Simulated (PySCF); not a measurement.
# [La(H2O)3]3+: forces at shaken geometries

Aim: move all atoms of relaxed [La(H2O)3]3+ at random and read energies and forces. The structure is generated, not taken from experiment.

The runs use PySCF 2.14.0; PBE0, La lcecp-1-SVP with ECP46, O def2-SVP, H def2-SVP; scalar-relativistic core potentials, no spin–orbit coupling.

2 further runs of the same task are left out: 2 for a known fault of the program.

### 1 The starting structure

10 atoms, charge 3, spin multiplicity 1.

Bond lengths: La1–O2 2.401 Å, La1–O5 2.401 Å, La1–O8 2.401 Å, O2–H3 0.986 Å, O2–H4 0.986 Å, O5–H6 0.986 Å, O5–H7 0.986 Å, O8–H9 0.986 Å, O8–H10 0.986 Å. Angles: O2–La1–O5 120.0°, O2–La1–O8 120.0°, O5–La1–O8 120.0°, La1–O2–H3 128.6°, La1–O2–H4 128.6°, H3–O2–H4 102.7°, La1–O5–H6 128.6°, La1–O5–H7 128.6°, H6–O5–H7 102.7°, La1–O8–H9 128.6°, La1–O8–H10 128.6°, H9–O8–H10 102.7°.

As a file:

```xyz
10

La    0.0000    0.0000    0.0000
O     2.4013    0.0000    0.0000
H     3.0168    0.7621    0.1095
H     3.0169   -0.7621   -0.1095
O    -1.2006    2.0796    0.0000
H    -2.1684    2.2316    0.1095
H    -0.8485    2.9937   -0.1095
O    -1.2006   -2.0796    0.0000
H    -0.8484   -2.9937    0.1095
H    -2.1684   -2.2316   -0.1095
```

Formal oxidation states: La +3. The 4f shell is empty and lies in the core potential. An earlier session relaxed this geometry at PBE0, La lcecp-1-SVP with ECP46, O def2-SVP, H def2-SVP (singlet, point group D3).

Its energy there is -259.410648 Eh.

### 2 Atoms moved at random, σ = 0.06 Å

Input file run.py (the lines that set the calculation):

```python
mol = gto.M(atom='''
La     0.08950    -0.00696     0.07601
O      2.40164     0.01887    -0.04365
H      2.98890     0.69531     0.14049
H      2.98565    -0.83935    -0.13471
O     -1.14363     2.06030    -0.02354
H     -2.28555     2.34486    -0.02746
H     -0.90553     3.01586    -0.14031
O     -1.19062    -2.20063    -0.00338
H     -0.85395    -2.93796     0.19673
H     -2.08642    -2.15030    -0.04017''',
    basis={'La': 'lcecp-1-SVP', 'O': 'def2-SVP', 'H': 'def2-SVP'},
    ecp={'La': 'lcecp-1-SVP'},
    charge=3, spin=0)
mf = dft.RKS(mol, xc='PBE0')
mf.grids.atom_grid = (50, 194)  # f atoms: unpruned, at least (60, 302)
mf = mf.density_fit()  # fitting sets: La AutoAux, O def2-universal-JKFIT, H def2-universal-JKFIT
mf.conv_tol = 1e-08; mf.max_cycle = 55
mf.kernel(dm0)  # dm0: the density of the relaxed state
```

Launch:

```bash
$ OMP_NUM_THREADS=2 python run.py
```

The program printed:

```text
init E= -259.320375469889
  HOMO = -0.873594057579524  LUMO = -0.613985031636897  gap/eV = 7.06432
cycle= 1 E= -259.326656269649  delta_E= -0.00628  |g|= 0.218  |ddm|= 0.487
  HOMO = -0.832297432858258  LUMO = -0.604593245150572  gap/eV = 6.19615
cycle= 2 E= -259.31349803641  delta_E= 0.0132  |g|= 0.351  |ddm|= 0.376
  HOMO = -0.892956243674441  LUMO = -0.604472168444589  gap/eV = 7.85005
cycle= 3 E= -259.337230811014  delta_E= -0.0237  |g|= 0.023  |ddm|= 0.215
  HOMO = -0.892066258932967  LUMO = -0.60517870929742  gap/eV = 7.80661
cycle= 4 E= -259.337309373347  delta_E= -7.86e-05  |g|= 0.0116  |ddm|= 0.0216
  HOMO = -0.893526443195349  LUMO = -0.605145925777522  gap/eV = 7.84723
cycle= 5 E= -259.337332643222  delta_E= -2.33e-05  |g|= 0.00234  |ddm|= 0.008
  HOMO = -0.893581391213613  LUMO = -0.605222156714378  gap/eV = 7.84665
cycle= 6 E= -259.337333693659  delta_E= -1.05e-06  |g|= 0.000306  |ddm|= 0.00198
  HOMO = -0.893591526494202  LUMO = -0.605194436465785  gap/eV = 7.84768
cycle= 7 E= -259.337333719232  delta_E= -2.56e-08  |g|= 6.19e-05  |ddm|= 0.000408
  HOMO = -0.893590714000191  LUMO = -0.605195274773496  gap/eV = 7.84764
cycle= 8 E= -259.337333719902  delta_E= -6.7e-10  |g|= 3.99e-05  |ddm|= 7.09e-05
  HOMO = -0.893588764219313  LUMO = -0.605196201587103  gap/eV = 7.84756
Extra cycle  E= -259.337333719567  delta_E= 3.35e-10  |g|= 5.88e-05  |ddm|= 6.02e-05
converged SCF energy = -259.337333719567
```

It took 4.3 s on 2 threads of Arm Neoverse V1, shared host.

Result: E = -259.337334 Eh (+1.995 eV from the relaxed state), HOMO -24.32 eV, LUMO -16.47 eV, Mulliken charge on La1 +2.08 e, largest force component 11.900 eV/Å. The large-core potential holds the 4f shell empty.

| atom | Fx | Fy | Fz (eV/Å) |
| --- | --- | --- | --- |
| La1 | -1.324 | -0.044 | -0.107 |
| O2 | -1.170 | -5.034 | -0.757 |
| H3 | 2.916 | 3.070 | 0.693 |
| H4 | -0.857 | 1.889 | 0.085 |
| O5 | -4.693 | 1.716 | -0.167 |
| H6 | 4.121 | -1.740 | 0.122 |
| H7 | 0.799 | -0.333 | 0.047 |
| O8 | 1.395 | 11.900 | -2.358 |
| H9 | 3.861 | -10.662 | 2.632 |
| H10 | -5.048 | -0.763 | -0.189 |

### 3 Atoms moved at random, σ = 0.15 Å

Input file run.py (the lines that set the calculation):

```python
mol = gto.M(atom='''
La     0.56275    -0.16510     0.01839
O      2.64748    -0.09070     0.11232
H      2.80720     0.65299     0.25006
H      3.10940    -0.91460    -0.24755
O     -1.20215     2.23121     0.01877
H     -2.19027     2.21758     0.22579
H     -0.97700     3.02851    -0.04445
O     -1.42068    -1.72356     0.03776
H     -0.99497    -2.96361    -0.06093
H     -2.34177    -2.27271    -0.31015''',
    basis={'La': 'lcecp-1-SVP', 'O': 'def2-SVP', 'H': 'def2-SVP'},
    ecp={'La': 'lcecp-1-SVP'},
    charge=3, spin=0)
mf = dft.RKS(mol, xc='PBE0')
mf.grids.atom_grid = (50, 194)  # f atoms: unpruned, at least (60, 302)
mf = mf.density_fit()  # fitting sets: La AutoAux, O def2-universal-JKFIT, H def2-universal-JKFIT
mf.conv_tol = 1e-08; mf.max_cycle = 55
mf.kernel(dm0)  # dm0: the density of the relaxed state
```

Launch:

```bash
$ OMP_NUM_THREADS=2 python run.py
```

The program printed:

```text
init E= -258.612788222469
  HOMO = -0.91189813648562  LUMO = -0.736451161523859  gap/eV = 4.77416
cycle= 1 E= -259.06388490829  delta_E= -0.451  |g|= 0.595  |ddm|= 1.11
  HOMO = -0.688855389600469  LUMO = -0.624037866476447  gap/eV = 1.76377
cycle= 2 E= -258.66163965722  delta_E= 0.402  |g|= 1.46  |ddm|= 1.42
  HOMO = -0.801456376957422  LUMO = -0.6147143731342  gap/eV = 5.08151
cycle= 3 E= -259.141891367818  delta_E= -0.48  |g|= 0.0734  |ddm|= 1.07
  HOMO = -0.813618549528314  LUMO = -0.629482350842134  gap/eV = 5.01060
cycle= 4 E= -259.143047781871  delta_E= -0.00116  |g|= 0.0355  |ddm|= 0.102
  HOMO = -0.807463449883262  LUMO = -0.629157883777078  gap/eV = 4.85194
cycle= 5 E= -259.143232043921  delta_E= -0.000184  |g|= 0.0144  |ddm|= 0.0299
  HOMO = -0.809930785994869  LUMO = -0.627827694887675  gap/eV = 4.95528
cycle= 6 E= -259.143275085078  delta_E= -4.3e-05  |g|= 0.00198  |ddm|= 0.0133
  HOMO = -0.809603553808305  LUMO = -0.627740754267293  gap/eV = 4.94874
cycle= 7 E= -259.143275986872  delta_E= -9.02e-07  |g|= 0.000671  |ddm|= 0.00217
  HOMO = -0.80969875272725  LUMO = -0.62777032167737  gap/eV = 4.95052
cycle= 8 E= -259.143276067607  delta_E= -8.07e-08  |g|= 0.0003  |ddm|= 0.000666
  HOMO = -0.80965933320676  LUMO = -0.627776992637338  gap/eV = 4.94927
cycle= 9 E= -259.143276085951  delta_E= -1.83e-08  |g|= 4.1e-05  |ddm|= 0.000259
  HOMO = -0.809661977126304  LUMO = -0.627778738959087  gap/eV = 4.94930
cycle= 10 E= -259.143276086414  delta_E= -4.62e-10  |g|= 8.9e-06  |ddm|= 4.8e-05
  HOMO = -0.809662441478565  LUMO = -0.62777883558197  gap/eV = 4.94931
Extra cycle  E= -259.143276086392  delta_E= 2.18e-11  |g|= 1.44e-05  |ddm|= 1.61e-05
converged SCF energy = -259.143276086392
```

It took 4.4 s on 2 threads of Arm Neoverse V1, shared host.

Result: E = -259.143276 Eh (+7.276 eV from the relaxed state), HOMO -22.03 eV, LUMO -17.08 eV, Mulliken charge on La1 +2.02 e, largest force component 21.875 eV/Å. The large-core potential holds the 4f shell empty.

| atom | Fx | Fy | Fz (eV/Å) |
| --- | --- | --- | --- |
| La1 | -8.338 | 0.793 | -0.028 |
| O2 | -2.980 | -21.875 | -4.106 |
| H3 | 7.541 | 20.112 | 3.531 |
| H4 | 1.674 | 1.948 | 0.647 |
| O5 | -3.771 | -12.830 | 1.320 |
| H6 | 1.540 | 0.094 | -0.355 |
| H7 | 3.194 | 11.553 | -0.944 |
| O8 | -0.066 | -7.734 | -2.106 |
| H9 | -1.181 | 4.844 | 0.808 |
| H10 | 2.387 | 3.094 | 1.233 |

### 4 Atoms moved at random, σ = 0.06 Å

Input file run.py (the lines that set the calculation):

```python
mol = gto.M(atom='''
La    -0.01141    -0.03199    -0.02759
O      2.37914    -0.05817    -0.05883
H      3.01396     0.71005     0.15364
H      3.09809    -0.82117    -0.11168
O     -1.15822     2.15751    -0.03343
H     -2.19643     2.24255     0.11510
H     -0.84018     3.07373    -0.12740
O     -1.25094    -2.02851     0.05541
H     -0.86370    -3.03647     0.04839
H     -2.17032    -2.20751    -0.01361''',
    basis={'La': 'lcecp-1-SVP', 'O': 'def2-SVP', 'H': 'def2-SVP'},
    ecp={'La': 'lcecp-1-SVP'},
    charge=3, spin=0)
mf = dft.RKS(mol, xc='PBE0')
mf.grids.atom_grid = (50, 194)  # f atoms: unpruned, at least (60, 302)
mf = mf.density_fit()  # fitting sets: La AutoAux, O def2-universal-JKFIT, H def2-universal-JKFIT
mf.conv_tol = 1e-08; mf.max_cycle = 55
mf.kernel(dm0)  # dm0: the density of the relaxed state
```

Launch:

```bash
$ OMP_NUM_THREADS=2 python run.py
```

The program printed:

```text
init E= -259.1889871531
  HOMO = -0.928623660986155  LUMO = -0.62842726149221  gap/eV = 8.16876
cycle= 1 E= -259.389409119236  delta_E= -0.2  |g|= 0.121  |ddm|= 0.271
  HOMO = -0.868273872197367  LUMO = -0.600065896009417  gap/eV = 7.29831
cycle= 2 E= -259.386632082092  delta_E= 0.00278  |g|= 0.176  |ddm|= 0.18
  HOMO = -0.885294215088741  LUMO = -0.598317523197516  gap/eV = 7.80903
cycle= 3 E= -259.392399533872  delta_E= -0.00577  |g|= 0.0111  |ddm|= 0.109
  HOMO = -0.885083467990212  LUMO = -0.598579678471587  gap/eV = 7.79617
cycle= 4 E= -259.392421590626  delta_E= -2.21e-05  |g|= 0.00221  |ddm|= 0.00812
  HOMO = -0.885217404020636  LUMO = -0.598746045544337  gap/eV = 7.79528
cycle= 5 E= -259.39242204339  delta_E= -4.53e-07  |g|= 0.00171  |ddm|= 0.00227
  HOMO = -0.885320678412949  LUMO = -0.598755231121415  gap/eV = 7.79784
cycle= 6 E= -259.392422593044  delta_E= -5.5e-07  |g|= 9.2e-05  |ddm|= 0.00106
  HOMO = -0.885303427892081  LUMO = -0.598733559242863  gap/eV = 7.79796
cycle= 7 E= -259.392422595467  delta_E= -2.42e-09  |g|= 2.67e-05  |ddm|= 0.000154
  HOMO = -0.885305499143815  LUMO = -0.598737752790841  gap/eV = 7.79791
Extra cycle  E= -259.392422595453  delta_E= 1.46e-11  |g|= 3.23e-05  |ddm|= 5.49e-05
converged SCF energy = -259.392422595453
```

Run time: 4.2 s. Hardware: 2 threads of Arm Neoverse V1, shared host.

Read off: E = -259.392423 Eh (+0.496 eV from the relaxed state), HOMO -24.09 eV, LUMO -16.29 eV, Mulliken charge on La1 +2.07 e, largest force component 3.452 eV/Å. The large-core potential holds the 4f shell empty.

| atom | Fx | Fy | Fz (eV/Å) |
| --- | --- | --- | --- |
| La1 | 0.053 | 0.906 | -0.059 |
| O2 | 2.734 | -0.637 | 0.468 |
| H3 | -0.992 | -0.777 | -0.364 |
| H4 | -1.790 | 1.429 | -0.043 |
| O5 | -2.453 | -1.106 | 0.486 |
| H6 | 2.572 | 0.133 | -0.409 |
| H7 | 0.036 | 0.433 | -0.049 |
| O8 | 3.452 | -2.934 | -0.033 |
| H9 | -1.027 | 2.837 | 0.106 |
| H10 | -2.587 | -0.284 | -0.104 |

### 5 The displacements side by side

| σ (Å) | energy rise (eV) | harmonic estimate −½ F·u (eV) | largest force component (eV/Å) |
| --- | --- | --- | --- |
| 0.06 | 1.995 | 1.958 | 11.90 |
| 0.15 | 7.276 | 6.516 | 21.88 |
| 0.06 | 0.496 | 0.487 | 3.45 |

Every displacement raises the energy. For a harmonic well the rise equals −½ F·u; the two differ by at most 10 % here (a move with σ = 0.15 Å), from anharmonicity, the grid and the small forces left at the relaxed point. These are double-zeta-type bases without diffuse functions. Spin–orbit coupling is left out.
